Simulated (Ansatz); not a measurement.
MoIr4:

```xyz
5
Lattice="1.3742 0.7934 11.3061 -1.3742 0.7934 11.3061 0.0000 -1.5868 11.3061" Properties=species:S:1:pos:R:3 pbc="T T T"
Ir    0.0000    0.0000   20.3610
Ir    0.0000    0.0000    6.7605
Ir    0.0000    0.0000   27.1578
Ir    0.0000    0.0000   13.5573
Mo    0.0000    0.0000    0.0000
```

The cell comes from a database or a generator and needn't be the stable form of this composition.

```yaml
Program: Ansatz 0.2.0
Task: relaxation of cell and atoms
Functional: r2SCAN
Potentials_or_basis: Ansatz PAW
Cutoff: "500 eV (not typed: the program's choice for these potentials)"
k_mesh: 11 × 11 × 11
Occupations: fermi-dirac, width 0.05 eV
Spin: no spin polarisation
```

At the start: volume 14.79 Å³/atom.

How do energy, volume and symmetry change on relaxing?

It ends after 4 steps and the volume is 14.45 Å³/atom (-2.3 %); space group R-3m (No. 166, to 0.05 Å).

Step by step:
| step | energy change (eV) | largest force (eV/Å) | volume (Å³) |
| --- | --- | --- | --- |
| 1 | 0.0000 | 0.0707 | 73.96 |
| 2 | -0.0447 | 0.0171 | 72.40 |
| 3 | -0.0453 | 0.0019 | 72.23 |
| 4 | -0.0442 | 0.0018 | 72.23 |

Final structure:
```cif
data_structure
_symmetry_space_group_name_H-M 'P 1'
_symmetry_Int_Tables_number 1
_cell_length_a 11.3289
_cell_length_b 11.3289
_cell_length_c 11.3289
_cell_angle_alpha 13.823
_cell_angle_beta 13.823
_cell_angle_gamma 13.823
_cell_volume 72.23
loop_
_atom_site_label
_atom_site_type_symbol
_atom_site_fract_x
_atom_site_fract_y
_atom_site_fract_z
_atom_site_occupancy
Ir1 Ir 0.60027 0.60027 0.60027 1
Ir2 Ir 0.19929 0.19929 0.19929 1
Ir3 Ir 0.80071 0.80071 0.80071 1
Ir4 Ir 0.39973 0.39973 0.39973 1
Mo1 Mo 0.00000 0.00000 0.00000 1
```

Caveat: the plane-wave basis is chosen anew once the cell has moved, so the energies of steps on either side of that aren't comparable; the PAW data sets come from PBE, with cores solved anew for the run's functional, which leaves a small shift of forces and pressure.
